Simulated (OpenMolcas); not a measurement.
# C3H10Si (trimethylsilane): HF/3-21G

We compute an optimisation with harmonic vibrations of C3H10Si (trimethylsilane). 

Program for the calculation: OpenMolcas 26.06.

## Step 1: Starting point

C3H10Si: 14 atoms, total charge 0, spin state singlet. As SMILES, `C[SiH](C)C`. The shape is that of a PBE0-D4/def2-TZVP optimisation. The run starts from this shape.

Bond lengths: C1–Si2 1.874 Å, Si2–C3 1.874 Å, Si2–C4 1.874 Å, C1–H5 1.093 Å, C1–H6 1.093 Å, C1–H7 1.094 Å, Si2–H8 1.494 Å, C3–H9 1.094 Å, C3–H10 1.093 Å, C3–H11 1.093 Å, C4–H12 1.093 Å, C4–H13 1.094 Å, C4–H14 1.093 Å. Some angles: C1–Si2–C3 110.3°, C1–Si2–C4 110.3°, C3–Si2–C4 110.3°, C1–Si2–H8 108.6°, C3–Si2–H8 108.6°, C4–Si2–H8 108.6°, Si2–C1–H5 111.2°, Si2–C1–H6 111.1°, Si2–C1–H7 110.9°, Si2–C3–H9 110.9°.

## Step 2: An optimisation with harmonic vibrations at HF/3-21G

input.xyz reads:

```xyz
14

C     -0.956800     1.082600    -1.038400
Si    -0.338800    -0.014600     0.348900
C      1.239400     0.684100     1.077800
C     -0.051300    -1.756700    -0.277600
H     -1.888100     0.697200    -1.460900
H     -1.145900     2.098700    -0.683100
H     -0.221600     1.141300    -1.845900
H     -1.379500    -0.059300     1.420400
H      2.029000     0.733500     0.322800
H      1.601800     0.063500     1.901200
H      1.081800     1.694100     1.464300
H     -0.968800    -2.184000    -0.689800
H      0.706900    -1.767300    -1.065700
H      0.291900    -2.413100     0.526000
```

run.input reads:

```
&GATEWAY
  BasLib = $CurrDir
  Coord = input.xyz
  Basis = 3-21G
  Group = NoSym
>>> EXPORT MOLCAS_MAXITER=50
>>> Do While

&SEWARD

&SCF
  PrOrbitals = 0

&SLAPAF
>>> EndDo
>>> COPY $Project.Opt.xyz $CurrDir/final.xyz
>>> COPY $Project.slapaf.h5 $CurrDir/final.slapaf.h5

&MCKINLEY

&MCLR
  Thermochemistry
  3
  1.0
  298.15
  End of PT
```

The basis set 3-21G is read from a file made from the Basis Set Exchange's data (not shown).

Run with:

```sh
$ export MOLCAS_MEM=1860
$ pymolcas run.input > run.log
```

**Question.** What will come out? Wanted: total energy; dipole moment; HOMO energy; LUMO energy; HOMO–LUMO gap; lowest harmonic wavenumber; highest harmonic wavenumber; zero-point energy; ideal-gas entropy at 298.15 K and 1 atm.

Computed results:

At HF/3-21G:

```
                                                           quantity             value
                                                       total energy     -406.20584 Eh
                                                      dipole moment            0.49 D
                                                        HOMO energy         -11.49 eV
                                                        LUMO energy           6.12 eV
                                                      HOMO–LUMO gap          17.61 eV
                                         lowest harmonic wavenumber          134 cm⁻¹
                                        highest harmonic wavenumber         3253 cm⁻¹
                                                  zero-point energy      334.4 kJ/mol
ideal-gas entropy at 298.15 K and 1 atm (symmetry number 3 as used)  78.8 cal/(mol K)
```

At the final geometry: Bond lengths: C1–Si2 1.918 Å, Si2–C3 1.918 Å, Si2–C4 1.918 Å, C1–H5 1.086 Å, C1–H6 1.086 Å, C1–H7 1.086 Å, Si2–H8 1.496 Å, C3–H9 1.086 Å, C3–H10 1.086 Å, C3–H11 1.086 Å, C4–H12 1.086 Å, C4–H13 1.086 Å, C4–H14 1.086 Å. Some angles: C1–Si2–C3 110.4°, C1–Si2–C4 110.4°, C3–Si2–C4 110.4°, C1–Si2–H8 108.5°, C3–Si2–H8 108.5°, C4–Si2–H8 108.5°, Si2–C1–H5 110.9°, Si2–C1–H6 110.9°, Si2–C1–H7 110.9°, Si2–C3–H9 110.9°. All 36 modes are real, so the shape is a minimum at this level.
